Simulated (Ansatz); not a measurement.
# C₆H₁₂S: taking an electron away

The task here is to estimate one member of a computed series from the others.

Program: Ansatz 0.2.0, Gaussian basis. Level of theory: unrestricted cation, the program's frozen cores in correlated methods. These are calculated values, not measurements.

Levels to be run: UKS PBE-D4/def2-TZVPP; UKS r2SCAN-D4/def2-TZVPP; UKS PBE0-D4/def2-TZVPP; UKS B3LYP-D4/def2-TZVPP; UKS wB97X-V/def2-TZVPP; UKS wB97M-V/def2-TZVPP; UKS B2PLYP/def2-TZVPP; UHF-CCSD(T)/def2-TZVPP; UHF-MP2/def2-QZVPP; extrapolation to the limit; then −ε(HOMO) from the neutral's earlier runs with LDA (SPW92), PBE-D4, revPBE-D4, BLYP-D4, r2SCAN-D4, B97M-V, PBE0-D4, B3LYP-D4, r2SCANh-D4, r2SCAN0-D4, HSE06-D4, BHLYP-D4, CAM-B3LYP-D4, LC-ωPBE, ωB97X-V, ωB97M-V.

### The relaxed structure

The geometry comes from an earlier relaxation with PBE0-D4 in a triple-zeta def2 set; it is a stationary point, not always the lowest conformer.

SMILES `CSC1CCCC1`, 19 atoms, charge 0, spin multiplicity 1.

Atoms are counted from 1 here; the program's logs count them from 0.

Bond lengths: C1–S2 1.797 Å, C1–H8 1.090 Å, C1–H9 1.092 Å, C1–H10 1.091 Å, S2–C3 1.801 Å, C3–C4 1.532 Å, C3–C7 1.524 Å, C3–H11 1.097 Å, C4–C5 1.543 Å, C4–H12 1.091 Å, C4–H13 1.094 Å, C5–C6 1.537 Å, C5–H14 1.092 Å, C5–H15 1.092 Å, C6–C7 1.524 Å, C6–H16 1.092 Å, C6–H17 1.094 Å, C7–H18 1.095 Å and more. Angles: S2–C1–H8 107.0°, S2–C1–H9 111.0°, S2–C1–H10 111.8°, H8–C1–H9 108.6°, H8–C1–H10 108.6°, H9–C1–H10 109.8°, C1–S2–C3 100.6°, S2–C3–C4 110.1°, S2–C3–C7 116.6°, S2–C3–H11 107.7°, C4–C3–C7 103.7°, C4–C3–H11 109.5°, C7–C3–H11 109.0°, C3–C4–C5 105.5°, C3–C4–H12 111.5°, C3–C4–H13 109.3°, C5–C4–H12 113.2°, C5–C4–H13 110.4° and more.

The first run:

The input, in.yaml:

```yaml
crystal:
  periodic: [false, false, false]
  atoms:
    - {symbol: C, position_ang: [1.284219, -2.263084, -1.545326]}
    - {symbol: S, position_ang: [1.244641, -0.474828, -1.714767]}
    - {symbol: C, position_ang: [0.528899, -0.007248, -0.129799]}
    - {symbol: C, position_ang: [0.509830, 1.518590, 0.011154]}
    - {symbol: C, position_ang: [-0.650444, 1.828936, 0.980487]}
    - {symbol: C, position_ang: [-1.320259, 0.478216, 1.280757]}
    - {symbol: C, position_ang: [-0.921132, -0.411007, 0.108707]}
    - {symbol: H, position_ang: [1.772914, -2.656561, -2.437240]}
    - {symbol: H, position_ang: [1.865804, -2.560810, -0.670297]}
    - {symbol: H, position_ang: [0.280712, -2.685973, -1.482349]}
    - {symbol: H, position_ang: [1.155063, -0.440200, 0.659423]}
    - {symbol: H, position_ang: [1.471455, 1.900907, 0.355868]}
    - {symbol: H, position_ang: [0.320737, 1.969385, -0.967556]}
    - {symbol: H, position_ang: [-0.301449, 2.315868, 1.892928]}
    - {symbol: H, position_ang: [-1.360973, 2.513714, 0.512534]}
    - {symbol: H, position_ang: [-2.401855, 0.559951, 1.404997]}
    - {symbol: H, position_ang: [-0.922299, 0.057801, 2.209604]}
    - {symbol: H, position_ang: [-1.510261, -0.167317, -0.781787]}
    - {symbol: H, position_ang: [-1.045613, -1.476342, 0.312663]}
basis:
  gaussian: {orbitals: def2-TZVPP}
total_charge: 1
magnetization: {spin_polarized: true, initial_magnetization: 1}
hamiltonian: {xc: pbe, dispersion: d4}
```

Launch:

```console
$ ansatz run in.yaml --threads 2 --pin off --events-out ev --progress --plain --max-ram 32768MiB --backend cuda --devices 0, --max-vram 18GiB
```

Steps of the session up to this table: Cation, UKS PBE-D4/def2-TZVPP; Cation, UKS r2SCAN-D4/def2-TZVPP; Cation, UKS PBE0-D4/def2-TZVPP; Cation, UKS B3LYP-D4/def2-TZVPP; Cation, UKS wB97X-V/def2-TZVPP; Cation, UKS wB97M-V/def2-TZVPP; Cation, UKS B2PLYP (frozen core)/def2-TZVPP; Cation, UHF-CCSD(T)/def2-TZVPP; Cation, UHF-MP2/def2-QZVPP.

One of the session's tables, all rows but one given; the rest of the session is left out.

Orbital estimates, from the neutral's runs:

```
  functional  −ε(HOMO) (eV)
 LDA (SPW92)           5.05
      PBE-D4           4.94
   revPBE-D4           4.89
     BLYP-D4           4.80
   r2SCAN-D4           5.16
      B97M-V           5.29
     PBE0-D4              ?
    B3LYP-D4           5.93
  r2SCANh-D4           5.61
  r2SCAN0-D4           6.29
    HSE06-D4           5.75
    BHLYP-D4           7.25
CAM-B3LYP-D4           7.50
     LC-ωPBE           8.88
     ωB97X-V           8.53
     ωB97M-V           8.39
```

Estimate the missing values for PBE0-D4.

**Answer.** −ε(HOMO) (eV): 6.15. In the column «−ε(HOMO) (eV)» it lies between B3LYP-D4 (5.93) and r2SCAN0-D4 (6.29).

Caveats from the session: The cation may have settled in a state other than its lowest; no search over hole states beyond the program's own was made.
